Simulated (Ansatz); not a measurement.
# C8H20O3Si: a spread of methods and bases

Aim: run C8H20O3Si under a spread of inputs, and see what each costs and gives.

Computed with Ansatz 0.2.0, Gaussian basis. Level: the settings change from run to run.

3 further runs of the same task are left out: 3 that didn't finish. Runs told in other sessions of the task aren't counted.

### 1 The geometry

The structure was relaxed beforehand with PBE-D4/def2-SVP.

SMILES `CCCCCCCC[Si](O)(O)O`, 32 atoms, charge 0, spin multiplicity 1.

Atoms are counted from 1 here; the program's logs count them from 0.

Bond lengths: C1–C2 1.529 Å, C1–H13 1.109 Å, C1–H14 1.111 Å, C1–H15 1.111 Å, C2–C3 1.534 Å, C2–H16 1.114 Å, C2–H17 1.112 Å, C3–C4 1.534 Å, C3–H18 1.115 Å, C3–H19 1.113 Å, C4–C5 1.533 Å, C4–H20 1.114 Å, C4–H21 1.113 Å, C5–C6 1.530 Å, C5–H22 1.113 Å, C5–H23 1.115 Å, C6–C7 1.533 Å, C6–H24 1.115 Å and more. Angles: C2–C1–H13 111.9°, C2–C1–H14 111.3°, C2–C1–H15 111.4°, H13–C1–H14 107.5°, H13–C1–H15 107.5°, H14–C1–H15 107.1°, C1–C2–C3 113.2°, C1–C2–H16 109.7°, C1–C2–H17 109.3°, C3–C2–H16 108.9°, C3–C2–H17 109.8°, H16–C2–H17 105.6°, C2–C3–C4 114.9°, C2–C3–H18 109.1°, C2–C3–H19 108.6°, C4–C3–H18 109.3°, C4–C3–H19 109.0°, H18–C3–H19 105.5° and more.

### 2 revPBE/6-31++G**

Set apart from the defaults: atoms shaken by 0.08 Å, density fitting with cc-pVTZ-jkfit.

Contents of in.yaml:

```yaml
crystal:
  periodic: [false, false, false]
  atoms:
    - {symbol: C, position_ang: [-4.776582, 0.734654, -1.204873]}
    - {symbol: C, position_ang: [-3.435876, 0.379311, -1.074343]}
    - {symbol: C, position_ang: [-3.114154, -0.912188, -0.673174]}
    - {symbol: C, position_ang: [-1.516435, -1.058006, -0.637707]}
    - {symbol: C, position_ang: [-0.912532, -0.361938, 0.512862]}
    - {symbol: C, position_ang: [0.630049, -0.649759, 0.279075]}
    - {symbol: C, position_ang: [1.484123, 0.106973, 1.636628]}
    - {symbol: C, position_ang: [2.975755, -0.048046, 1.819161]}
    - {symbol: Si, position_ang: [3.936151, 0.467321, 0.116335]}
    - {symbol: O, position_ang: [5.578927, 0.075153, 0.234194]}
    - {symbol: O, position_ang: [3.823504, 2.180383, 0.445021]}
    - {symbol: O, position_ang: [3.478660, 0.148066, -1.276394]}
    - {symbol: H, position_ang: [-5.225791, 1.716295, -1.545659]}
    - {symbol: H, position_ang: [-5.436262, 0.485269, -0.337703]}
    - {symbol: H, position_ang: [-5.458066, -0.034847, -2.201902]}
    - {symbol: H, position_ang: [-2.793338, 0.753902, -2.131611]}
    - {symbol: H, position_ang: [-2.968999, 1.194097, -0.295529]}
    - {symbol: H, position_ang: [-3.492540, -1.195062, 0.172931]}
    - {symbol: H, position_ang: [-3.541793, -1.626020, -1.591751]}
    - {symbol: H, position_ang: [-0.966974, -0.991420, -1.695455]}
    - {symbol: H, position_ang: [-1.257404, -2.250906, -0.497578]}
    - {symbol: H, position_ang: [-0.917775, 0.747646, 0.136982]}
    - {symbol: H, position_ang: [-1.152285, -0.685379, 1.424043]}
    - {symbol: H, position_ang: [0.905567, -1.600845, 0.642506]}
    - {symbol: H, position_ang: [1.265611, -0.341521, -0.351071]}
    - {symbol: H, position_ang: [1.225255, 1.306482, 1.545297]}
    - {symbol: H, position_ang: [0.995744, -0.069975, 2.632186]}
    - {symbol: H, position_ang: [3.153760, -1.186851, 1.814751]}
    - {symbol: H, position_ang: [3.359600, 0.292993, 2.523770]}
    - {symbol: H, position_ang: [6.004598, 0.376423, 1.233352]}
    - {symbol: H, position_ang: [3.868447, 2.679981, -0.542329]}
    - {symbol: H, position_ang: [4.047932, -0.584172, -1.610802]}
basis:
  gaussian: {orbitals: "6-31++G**", fitting: {mean_field: cc-pVTZ-jkfit}}
hamiltonian: {xc: {name: revPBE}}
scf: {omitted_lower_state_checks: [starts]}
output: {forces: true}
```

Command:

```bash
ansatz run in.yaml --threads 4 --pin off --events-out ev --progress --plain --max-ram 6963MiB
```

Log, shortened:

```text
Functional definition: revPBE
  name "revPBE"
  cite "Zhang & Yang, Phys. Rev. Lett. 80, 890 (1998) doi:10.1103/PhysRevLett.80.890"
  cite "Perdew, Burke & Ernzerhof, Phys. Rev. Lett. 77, 3865 (1996) doi:10.1103/PhysRevLett.77.3865"
[...]
1590 factors; integrals over basis functions are off by at most 1.3e-1 eV
[...]
mean field -22630.52498021 eV, -831.6564535020 hartree, gradient 6.1e-5 eV, S^2 0.000000; 0 other end points of the search recorded, 0 dependent functions left out
[...]
reference -22630.52517954 eV, -831.6564608271 hartree; 53, 53 occupied and 299, 299 virtual orbitals, 1590 factors
Total energy: -22630.52517954 eV, -831.6564608271 hartree
Atom 0 at    -4.776582     0.734654    -1.204873 Å, force    -8.270055    -0.752233    -3.133961 eV/Å
Atom 1 at    -3.435876     0.379311    -1.074343 Å, force     4.905593     7.317170    -1.912875 eV/Å
Atom 2 at    -3.114154    -0.912188    -0.673174 Å, force     4.397728    -3.772332    -7.591139 eV/Å
Atom 3 at    -1.516435    -1.058006    -0.637707 Å, force    -1.125703    -5.241784    -1.850680 eV/Å
Atom 4 at    -0.912532    -0.361938     0.512862 Å, force     5.021741     3.727734    -7.205782 eV/Å
Atom 5 at     0.630049    -0.649759     0.279075 Å, force    -2.862114    -0.295252    10.355199 eV/Å
Atom 6 at     1.484123     0.106973     1.636628 Å, force    -2.619630     3.570488    -0.013413 eV/Å
[...]
Atom 16 at    -2.968999     1.194097    -0.295529 Å, force    -0.778358    -1.457419    -1.259689 eV/Å
Atom 17 at    -3.492540    -1.195062     0.172931 Å, force    -2.552525    -1.941506     5.477369 eV/Å
Atom 18 at    -3.541793    -1.626020    -1.591751 Å, force     0.857543     1.069145     2.269190 eV/Å
Atom 19 at    -0.966974    -0.991420    -1.695455 Å, force    -1.279242     0.860463     1.928442 eV/Å
Atom 20 at    -1.257404    -2.250906    -0.497578 Å, force    -0.866349     2.107531    -0.018572 eV/Å
Atom 21 at    -0.917775     0.747646     0.136982 Å, force    -0.632282    -1.106694     1.958511 eV/Å
Atom 22 at    -1.152285    -0.685379     1.424043 Å, force    -1.510920    -0.763957     4.085558 eV/Å
Atom 23 at     0.905567    -1.600845     0.642506 Å, force    -0.009216    -2.211734    -0.301196 eV/Å
Atom 24 at     1.265611    -0.341521    -0.351071 Å, force     3.770647     2.609423    -6.454752 eV/Å
Atom 25 at     1.225255     1.306482     1.545297 Å, force     0.628515    -2.362201    -0.100005 eV/Å
Atom 26 at     0.995744    -0.069975     2.632186 Å, force    -0.164114    -0.580738    -0.577095 eV/Å
Atom 27 at     3.153760    -1.186851     1.814751 Å, force     0.030377     0.925129     0.448641 eV/Å
Atom 28 at     3.359600     0.292993     2.523770 Å, force     6.378872     6.243676    12.084466 eV/Å
Atom 29 at     6.004598     0.376423     1.233352 Å, force    -1.834184    -1.203188    -4.077869 eV/Å
Atom 30 at     3.868447     2.679981    -0.542329 Å, force    -0.061862    -1.544614     3.664249 eV/Å
Atom 31 at     4.047932    -0.584172    -1.610802 Å, force    -0.512873     0.274311    -0.518204 eV/Å
Dipole moment:     0.155064    -0.263941    -0.007976 e Å
Checks for a lower state left out: starts
```

Wall time 9 s (4 threads of Arm Neoverse V2, shared host); peak memory 1 GiB.

Largest force 18.214 eV/Å, dipole 1.47 D.

### 3 BHLYP/6-31G*

Contents of in.yaml:

```yaml
crystal:
  periodic: [false, false, false]
  atoms:
    - {symbol: C, position_ang: [-4.937001, 0.648185, -1.253445]}
    - {symbol: C, position_ang: [-3.421105, 0.488864, -1.128676]}
    - {symbol: C, position_ang: [-2.992383, -0.929128, -0.731658]}
    - {symbol: C, position_ang: [-1.475628, -1.148983, -0.655737]}
    - {symbol: C, position_ang: [-0.760518, -0.352912, 0.441476]}
    - {symbol: C, position_ang: [0.740753, -0.638389, 0.523075]}
    - {symbol: C, position_ang: [1.457021, 0.153669, 1.622744]}
    - {symbol: C, position_ang: [2.975764, -0.096791, 1.680711]}
    - {symbol: Si, position_ang: [3.965859, 0.611329, 0.253994]}
    - {symbol: O, position_ang: [5.582840, 0.154573, 0.355625]}
    - {symbol: O, position_ang: [3.715735, 2.264059, 0.329182]}
    - {symbol: O, position_ang: [3.510835, 0.122411, -1.286074]}
    - {symbol: H, position_ang: [-5.221397, 1.680460, -1.542372]}
    - {symbol: H, position_ang: [-5.446884, 0.418105, -0.294039]}
    - {symbol: H, position_ang: [-5.354463, -0.040098, -2.018658]}
    - {symbol: H, position_ang: [-2.934402, 0.756934, -2.093712]}
    - {symbol: H, position_ang: [-3.034401, 1.220757, -0.386236]}
    - {symbol: H, position_ang: [-3.451126, -1.187415, 0.250753]}
    - {symbol: H, position_ang: [-3.426212, -1.649040, -1.461297]}
    - {symbol: H, position_ang: [-1.017844, -0.902348, -1.640984]}
    - {symbol: H, position_ang: [-1.275800, -2.232148, -0.497400]}
    - {symbol: H, position_ang: [-0.909460, 0.737453, 0.277904]}
    - {symbol: H, position_ang: [-1.236348, -0.575517, 1.424538]}
    - {symbol: H, position_ang: [0.899972, -1.727927, 0.697199]}
    - {symbol: H, position_ang: [1.217094, -0.422642, -0.458426]}
    - {symbol: H, position_ang: [1.273744, 1.240573, 1.473219]}
    - {symbol: H, position_ang: [0.999565, -0.097974, 2.605644]}
    - {symbol: H, position_ang: [3.188461, -1.187010, 1.751673]}
    - {symbol: H, position_ang: [3.400504, 0.352070, 2.606813]}
    - {symbol: H, position_ang: [5.977574, 0.254884, 1.238878]}
    - {symbol: H, position_ang: [3.992326, 2.739626, -0.473827]}
    - {symbol: H, position_ang: [3.996917, -0.655631, -1.610898]}
basis:
  gaussian: {orbitals: "6-31G*"}
hamiltonian: {xc: {name: BHLYP}}
output: {forces: true}
```

Same command.

Log, shortened:

```text
Functional definition: BHLYP
  name "BHLYP"
  cite "Becke, J. Chem. Phys. 98, 1372 (1993) doi:10.1063/1.464304"
  cite "Becke, Phys. Rev. A 38, 3098 (1988) doi:10.1103/PhysRevA.38.3098"
  cite "Lee, Yang & Parr, Phys. Rev. B 37, 785 (1988) doi:10.1103/PhysRevB.37.785"
[...]
2336 factors; integrals over basis functions are off by at most 1.0e-3 eV
[...]
mean field -22636.36847274 eV, -831.8711978916 hartree, gradient 5.2e-5 eV, S^2 0.000000; 0 other end points of the search recorded, 0 dependent functions left out
[...]
reference -22636.36872317 eV, -831.8712070945 hartree; 53, 53 occupied and 171, 171 virtual orbitals, 2336 factors
Total energy: -22636.36872317 eV, -831.8712070945 hartree
Atom 0 at    -4.937001     0.648185    -1.253445 Å, force    -0.557821    -0.013237    -0.033415 eV/Å
[...]
Atom 22 at    -1.236348    -0.575517     1.424538 Å, force     0.316958     0.117592    -0.636093 eV/Å
Atom 23 at     0.899972    -1.727927     0.697199 Å, force    -0.120598     0.700805    -0.079357 eV/Å
Atom 24 at     1.217094    -0.422642    -0.458426 Å, force    -0.367075    -0.118656     0.665477 eV/Å
Atom 25 at     1.273744     1.240573     1.473219 Å, force     0.128568    -0.732212     0.098131 eV/Å
Atom 26 at     0.999565    -0.097974     2.605644 Å, force     0.331103     0.137597    -0.640333 eV/Å
Atom 27 at     3.188461    -1.187010     1.751673 Å, force    -0.186634     0.685789    -0.019349 eV/Å
Atom 28 at     3.400504     0.352070     2.606813 Å, force    -0.324804    -0.275779    -0.560781 eV/Å
Atom 29 at     5.977574     0.254884     1.238878 Å, force    -0.310180    -0.084821    -0.756968 eV/Å
Atom 30 at     3.992326     2.739626    -0.473827 Å, force    -0.237083    -0.381861     0.672201 eV/Å
Atom 31 at     3.996917    -0.655631    -1.610898 Å, force    -0.390385     0.688522     0.267778 eV/Å
Dipole moment:     0.246253    -0.173282     0.149413 e Å
```

Wall time 7 s (4 threads of Arm Neoverse V2, shared host).

Largest force 1.106 eV/Å, dipole 1.61 D.

### 4 r2SCANh/6-31G

in.yaml: that of step 3 with these lines changed.

```diff
@@ -36,4 +36,5 @@
 basis:
-  gaussian: {orbitals: "6-31G*"}
-hamiltonian: {xc: {name: BHLYP}}
+  gaussian: {orbitals: 6-31G}
+hamiltonian: {xc: {name: r2SCANh}}
+scf: {omitted_lower_state_checks: [starts]}
 output: {forces: true}
```

The command is unchanged.

Log, shortened:

```text
Functional definition: r2SCANh
  name "r2SCANh"
  cite "Bursch, Neugebauer, Ehlert & Grimme, J. Chem. Phys. 156, 134105 (2022) doi:10.1063/5.0086040"
  cite "Furness, Kaplan, Ning, Perdew & Sun, J. Phys. Chem. Lett. 11, 8208 (2020) doi:10.1021/acs.jpclett.0c02405"
  cite "Furness, Kaplan, Ning, Perdew & Sun, J. Phys. Chem. Lett. 11, 9248 (2020) doi:10.1021/acs.jpclett.0c03077"
  parent r2scan
[...]
2021 factors; integrals over basis functions are off by at most 2.5e-4 eV
[...]
mean field -22629.39722064 eV, -831.6150091020 hartree, gradient 4.0e-5 eV, S^2 0.000000; 0 other end points of the search recorded, 0 dependent functions left out
[...]
reference -22629.39723414 eV, -831.6150095983 hartree; 53, 53 occupied and 99, 99 virtual orbitals, 2021 factors
Total energy: -22629.39723414 eV, -831.6150095983 hartree
[...]
Atom 23 at     0.899972    -1.727927     0.697199 Å, force    -0.081656     0.385419    -0.023410 eV/Å
Atom 24 at     1.217094    -0.422642    -0.458426 Å, force    -0.207309    -0.025969     0.360431 eV/Å
Atom 25 at     1.273744     1.240573     1.473219 Å, force     0.099875    -0.417209     0.032895 eV/Å
Atom 26 at     0.999565    -0.097974     2.605644 Å, force     0.233344     0.050834    -0.360786 eV/Å
Atom 27 at     3.188461    -1.187010     1.751673 Å, force    -0.146675     0.408556    -0.026710 eV/Å
Atom 28 at     3.400504     0.352070     2.606813 Å, force    -0.224562    -0.147139    -0.333106 eV/Å
Atom 29 at     5.977574     0.254884     1.238878 Å, force     0.448810    -0.176865    -0.219219 eV/Å
Atom 30 at     3.992326     2.739626    -0.473827 Å, force    -0.176039     0.455665     0.193858 eV/Å
Atom 31 at     3.996917    -0.655631    -1.610898 Å, force    -0.211664     0.079977    -0.436915 eV/Å
Dipole moment:     0.221426    -0.233100     0.228215 e Å
Checks for a lower state left out: starts
```

Run time: 8.5 s. Hardware: 4 threads of Arm Neoverse V2, shared host.

Largest force 1.765 eV/Å, dipole 1.89 D.

### 5 r2SCAN/aug-cc-pVDZ

Set apart from the defaults: multiplicity 3, atoms shaken by 0.03 Å, density fitting with cc-pVTZ-jkfit, D4 dispersion, the search for lower states set to off.

Contents of in.yaml:

```yaml
crystal:
  periodic: [false, false, false]
  atoms:
    - {symbol: C, position_ang: [-4.880060, 0.683575, -1.241277]}
    - {symbol: C, position_ang: [-3.394854, 0.452419, -1.199216]}
    - {symbol: C, position_ang: [-2.947696, -0.927244, -0.742684]}
    - {symbol: C, position_ang: [-1.474647, -1.133514, -0.643306]}
    - {symbol: C, position_ang: [-0.728640, -0.337360, 0.467751]}
    - {symbol: C, position_ang: [0.742868, -0.657622, 0.485451]}
    - {symbol: C, position_ang: [1.477237, 0.159093, 1.632667]}
    - {symbol: C, position_ang: [2.992817, -0.043013, 1.681843]}
    - {symbol: Si, position_ang: [3.952350, 0.600922, 0.241057]}
    - {symbol: O, position_ang: [5.563901, 0.177305, 0.389077]}
    - {symbol: O, position_ang: [3.704717, 2.271641, 0.341349]}
    - {symbol: O, position_ang: [3.509475, 0.127484, -1.284811]}
    - {symbol: H, position_ang: [-5.233472, 1.679480, -1.521285]}
    - {symbol: H, position_ang: [-5.467366, 0.481699, -0.269377]}
    - {symbol: H, position_ang: [-5.341491, -0.086248, -2.017899]}
    - {symbol: H, position_ang: [-2.967178, 0.731264, -2.062341]}
    - {symbol: H, position_ang: [-3.005209, 1.240735, -0.397963]}
    - {symbol: H, position_ang: [-3.454260, -1.169425, 0.201177]}
    - {symbol: H, position_ang: [-3.483545, -1.661272, -1.488619]}
    - {symbol: H, position_ang: [-1.008343, -0.927785, -1.642548]}
    - {symbol: H, position_ang: [-1.276377, -2.212896, -0.539391]}
    - {symbol: H, position_ang: [-0.882935, 0.749870, 0.278661]}
    - {symbol: H, position_ang: [-1.289852, -0.579718, 1.423306]}
    - {symbol: H, position_ang: [0.916766, -1.702160, 0.698110]}
    - {symbol: H, position_ang: [1.244675, -0.469627, -0.471858]}
    - {symbol: H, position_ang: [1.261917, 1.207552, 1.507406]}
    - {symbol: H, position_ang: [0.998657, -0.094909, 2.626054]}
    - {symbol: H, position_ang: [3.216167, -1.205438, 1.793505]}
    - {symbol: H, position_ang: [3.399430, 0.341256, 2.604941]}
    - {symbol: H, position_ang: [5.964973, 0.248831, 1.260700]}
    - {symbol: H, position_ang: [4.005711, 2.708186, -0.496368]}
    - {symbol: H, position_ang: [3.963198, -0.663471, -1.566806]}
basis:
  gaussian: {orbitals: aug-cc-pVDZ, fitting: {mean_field: cc-pVTZ-jkfit}}
magnetization: {spin_polarized: true, initial_magnetization: 2}
hamiltonian: {xc: {name: r2SCAN}, dispersion: d4}
scf: {lower_state_search: off}
output: {forces: true}
```

Launched as before.

Log, shortened:

```text
Functional definition: r2SCAN
  name "r2SCAN"
  cite "Furness, Kaplan, Ning, Perdew & Sun, J. Phys. Chem. Lett. 11, 8208 (2020) doi:10.1021/acs.jpclett.0c02405"
  cite "Furness, Kaplan, Ning, Perdew & Sun, J. Phys. Chem. Lett. 11, 9248 (2020) doi:10.1021/acs.jpclett.0c03077"
  parent r2scan
[...]
1590 factors; integrals over basis functions are off by at most 1.6e-1 eV
[...]
mean field -22631.32871909 eV, -831.6859903611 hartree, gradient 2.4e-6 eV, S^2 2.002808; 0 other end points of the search recorded, 0 dependent functions left out
[...]
reference -22631.32879197 eV, -831.6859930393 hartree; 54, 52 occupied and 406, 408 virtual orbitals, 1590 factors
Total energy: -22631.55053256 eV, -831.6941418557 hartree
Atom 0 at    -4.880060     0.683575    -1.241277 Å, force    -2.512512    -2.185168    -0.248011 eV/Å
[...]
Atom 24 at     1.244675    -0.469627    -0.471858 Å, force    -0.004153     0.364324    -0.183655 eV/Å
Atom 25 at     1.261917     1.207552     1.507406 Å, force    -0.224061     0.935090     0.002296 eV/Å
Atom 26 at     0.998657    -0.094909     2.626054 Å, force     0.461327    -0.228792    -0.490312 eV/Å
Atom 27 at     3.216167    -1.205438     1.793505 Å, force    -0.200117     1.870719    -0.647669 eV/Å
Atom 28 at     3.399430     0.341256     2.604941 Å, force     0.801704     1.029067     0.441366 eV/Å
Atom 29 at     5.964973     0.248831     1.260700 Å, force     0.498703     0.088445     1.062837 eV/Å
Atom 30 at     4.005711     2.708186    -0.496368 Å, force    -0.231102    -0.290642     0.735678 eV/Å
Atom 31 at     3.963198    -0.663471    -1.566806 Å, force     0.652220    -1.371075    -0.574851 eV/Å
Dipole moment:    -2.037489     0.275603    -0.147293 e Å
Checks for a lower state left out: stability, starts, cluster_reference, orbital_swaps, neighbouring_geometries, increment
```

Run time: 84 s. Hardware: 4 threads of Arm Neoverse V2, shared host; peak memory 2.5 GiB.

Largest force 5.554 eV/Å, dipole 9.90 D, ⟨S²⟩ 2.003.

### 6 The runs in one table

| level | charge | multiplicity | geometry | functions | energy (eV) | time |
| --- | --- | --- | --- | --- | --- | --- |
| revPBE/6-31++G** | 0 | 1 | shaken | 352 | -22630.525 | 9 s |
| BHLYP/6-31G* | 0 | 1 | relaxed | 224 | -22636.369 | 7 s |
| r2SCANh/6-31G | 0 | 1 | relaxed | 152 | -22629.397 | 8.5 s |
| r2SCAN/aug-cc-pVDZ | 0 | 3 | shaken | 460 | -22631.551 | 84 s |

### 7 Summary of results

```
                                         quantity                     value
                                             runs                         4
                                         quickest         BHLYP/6-31G*, 7 s
                                          slowest  r2SCAN/aug-cc-pVDZ, 84 s
spread of total energies, same state and geometry                    7.0 eV
                  dipole, same state and geometry            1.61 to 1.89 D
```

In words: r2SCAN/aug-cc-pVDZ took 12 times as long as BHLYP/6-31G*. The jobs differ in tasks and options as well as level. Total energies at one charge and spin differ by 7 eV between levels, so only differences within one level mean anything. At the PBE-D4/def2-SVP geometry and in the same state, the sound runs without point charges leave forces up to 1.77 eV/Å (r2SCANh/6-31G), against 18.2 eV/Å where the atoms were moved.
